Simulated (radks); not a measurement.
# Kr³⁺ in [Ar] 3d9.5 4s2 4p3 5p0.5: an all-electron calculation

An exercise on one series of results from a longer session: the logs are not shown, and one member is left open.

Method: scalar-relativistic Kohn-Sham, XLYP, spin-polarised, spherical densities, finite nucleus; open shells are filled with parallel spins first. Code: radks (a radial shooting solver on a logarithmic mesh, Libxc functionals) version 1.

### The system

```
element            : krypton (Z = 36)
charge             : +3
electrons          : 33
configuration      : [Ar] 3d9.5 4s2 4p3 5p0.5
nuclear rms radius : 4.1884 fm
```

The first run:

Input:

```text
Z 36
configuration [Ar] 3d9.5 4s2 4p3 5p0.5
relativity scalar-relativistic
functional xlyp
spin polarised
nucleus finite rms 4.1884 fm
c 137.035999084
```

One table of the session follows, with a row left open; its other results are not shown here.

It belongs to the step «Shells». Radial moments (bohr):

| level | <r> | outermost maximum (interpolated) | 90 % within | nodes |
| --- | --- | --- | --- | --- |
| 1s up | 0.04148 | 0.0271 | 0.0742 | 0 |
| 1s down | 0.04148 | 0.0271 | 0.0742 | 0 |
| 2s up | 0.1835 | 0.154 | 0.284 | 1 |
| 2s down | 0.1835 | 0.154 | 0.284 | 1 |
| 2p up | 0.1601 | 0.123 | 0.261 | 0 |
| 2p down | 0.1601 | 0.123 | 0.261 | 0 |
| 3s up | 0.5278 | 0.466 | 0.784 | 2 |
| 3s down | 0.5279 | 0.466 | 0.784 | 2 |
| 3p up | 0.5369 | 0.461 | 0.817 | 1 |
| 3p down | 0.5368 | 0.462 | 0.817 | 1 |
| 3d up | 0.5458 | 0.408 | 0.890 | 0 |
| 3d down | ? | ? | ? | ? |
| 4s up | 1.425 | 1.28 | 2.07 | 3 |
| 4s down | 1.432 | 1.27 | 2.09 | 3 |
| 4p up | 1.599 | 1.41 | 2.35 | 2 |
| 4p down | 1.628 | 1.41 | 2.42 | 2 |
| 5p up | 3.734 | 3.52 | 5.31 | 3 |

Estimate the missing values for 3d down.

**Answer.** <r>: 0.5448; outermost maximum (interpolated): 0.408; 90 % within: 0.887; nodes: 0. In the column «<r>» it lies between 3p up (0.5369) and 3d up (0.5458).
